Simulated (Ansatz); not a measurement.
# C6H15In: taking an electron away

Aim: the vertical ionisation energy of C6H15In, as cation minus neutral at the neutral's geometry, on several levels, and how well −ε(HOMO) stands in for it.

Method: unrestricted cation, the program's frozen cores in correlated methods; program: Ansatz 0.2.0, Gaussian basis.

The runs, in order: UKS PBE-D4/def2-TZVPP; UKS r2SCAN-D4/def2-TZVPP; UKS PBE0-D4/def2-TZVPP; UKS B3LYP-D4/def2-TZVPP; UKS wB97X-V/def2-TZVPP; UKS wB97M-V/def2-TZVPP; UKS B2PLYP/def2-TZVPP; UHF-CCSD(T)/def2-TZVPP; UHF-MP2/def2-QZVPP; extrapolation to the limit; then −ε(HOMO) from the neutral's earlier runs with LDA (SPW92), PBE-D4, revPBE-D4, BLYP-D4, r2SCAN-D4, B97M-V, PBE0-D4, B3LYP-D4, r2SCANh-D4, r2SCAN0-D4, HSE06-D4, BHLYP-D4, CAM-B3LYP-D4, LC-ωPBE, ωB97X-V, ωB97M-V.

## (1) Structure used throughout

An earlier PBE0-D4/def2-TZVP relaxation fixed the geometry. In takes the def2 core potential; no spin-orbit term is included.

SMILES `C[CH](C)[InH][CH](C)C`, 22 atoms, charge 0, spin multiplicity 1.

Atoms are counted from 1 here; the program's logs count them from 0.

Bond lengths: C1–C2 1.521 Å, C1–H8 1.093 Å, C1–H9 1.095 Å, C1–H10 1.099 Å, C2–C3 1.526 Å, C2–In4 2.188 Å, C2–H11 1.096 Å, C3–H12 1.094 Å, C3–H13 1.098 Å, C3–H14 1.096 Å, In4–C5 2.188 Å, In4–H15 1.745 Å, C5–C6 1.523 Å, C5–C7 1.523 Å, C5–H16 1.098 Å, C6–H17 1.098 Å, C6–H18 1.093 Å, C6–H19 1.095 Å and more. Angles: C2–C1–H8 112.4°, C2–C1–H9 111.6°, C2–C1–H10 111.2°, H8–C1–H9 107.1°, H8–C1–H10 107.3°, H9–C1–H10 107.0°, C1–C2–C3 111.4°, C1–C2–In4 112.9°, C1–C2–H11 108.9°, C3–C2–In4 109.6°, C3–C2–H11 108.0°, In4–C2–H11 105.8°, C2–C3–H12 112.5°, C2–C3–H13 111.0°, C2–C3–H14 111.9°, H12–C3–H13 107.2°, H12–C3–H14 107.6°, H13–C3–H14 106.4° and more.

## (2) Cation, UKS PBE-D4/def2-TZVPP

Input file in.yaml:

```yaml
crystal:
  periodic: [false, false, false]
  atoms:
    - {symbol: C, position_ang: [0.495087, -2.694683, -1.665548]}
    - {symbol: C, position_ang: [0.789307, -1.424977, -0.882130]}
    - {symbol: C, position_ang: [1.561058, -1.728629, 0.398386]}
    - {symbol: In, position_ang: [-1.015274, -0.284346, -0.400587]}
    - {symbol: C, position_ang: [-0.889368, 1.823966, 0.170874]}
    - {symbol: C, position_ang: [-1.904037, 2.191870, 1.245266]}
    - {symbol: C, position_ang: [0.522253, 2.233633, 0.568849]}
    - {symbol: H, position_ang: [-0.000727, -2.491403, -2.618672]}
    - {symbol: H, position_ang: [-0.154050, -3.373807, -1.103882]}
    - {symbol: H, position_ang: [1.418831, -3.245721, -1.889354]}
    - {symbol: H, position_ang: [1.405174, -0.761120, -1.500055]}
    - {symbol: H, position_ang: [1.843277, -0.822295, 0.941872]}
    - {symbol: H, position_ang: [2.487303, -2.276429, 0.178414]}
    - {symbol: H, position_ang: [0.984151, -2.359071, 1.083845]}
    - {symbol: H, position_ang: [-2.569433, -1.076249, -0.430539]}
    - {symbol: H, position_ang: [-1.156952, 2.361400, -0.748765]}
    - {symbol: H, position_ang: [-1.874425, 3.267226, 1.466444]}
    - {symbol: H, position_ang: [-2.927427, 1.944542, 0.951778]}
    - {symbol: H, position_ang: [-1.701934, 1.673098, 2.188326]}
    - {symbol: H, position_ang: [0.851766, 1.718652, 1.477297]}
    - {symbol: H, position_ang: [0.579261, 3.309921, 0.779645]}
    - {symbol: H, position_ang: [1.256158, 2.014420, -0.211473]}
basis:
  gaussian: {orbitals: def2-TZVPP}
total_charge: 1
magnetization: {spin_polarized: true, initial_magnetization: 1}
hamiltonian: {xc: pbe, dispersion: d4}
```

The run is started by

```
$ ansatz run in.yaml --threads 4 --pin off --events-out ev --progress --plain --max-ram 66560MiB --backend cuda --devices 0, --max-vram 37GiB
```

After this run come: Cation, UKS r2SCAN-D4/def2-TZVPP; Cation, UKS PBE0-D4/def2-TZVPP; Cation, UKS B3LYP-D4/def2-TZVPP; Cation, UKS wB97X-V/def2-TZVPP; Cation, UKS wB97M-V/def2-TZVPP; Cation, UKS B2PLYP (frozen core)/def2-TZVPP; Cation, UHF-CCSD(T)/def2-TZVPP; Cation, UHF-MP2/def2-QZVPP.

**Question.** What will the summary of the whole plan be? Wanted: ionisation energy, CCSD(T)/CBS; nearest functional by difference; nearest −ε(HOMO); −ε(HOMO) of PBE; T1 of the cation.

As calculated:

```
                        quantity               value
  ionisation energy, CCSD(T)/CBS             8.20 eV
nearest functional by difference  ωB97M-V (-0.08 eV)
                nearest −ε(HOMO)  ωB97M-V (+0.15 eV)
                 −ε(HOMO) of PBE             5.18 eV
                T1 of the cation               0.018
```

**Reading.** Energy differences with functionals land within 0.53 eV of the reference. The PBE orbital energy is 3.0 eV too small: a semilocal HOMO is no ionisation energy. Among orbital estimates ωB97M-V comes nearest. Hartree-Fock falls 0.99 eV short, as the neutral has more correlation energy than the cation. The cation may have settled in a state other than its lowest; no search over hole states beyond the program's own was made. Correlated methods include outer-core shells of In, which these sets cover unevenly. With outer-core shells in play the reference is unsure by up to some tenths of an eV, so close misses can't be ranked.
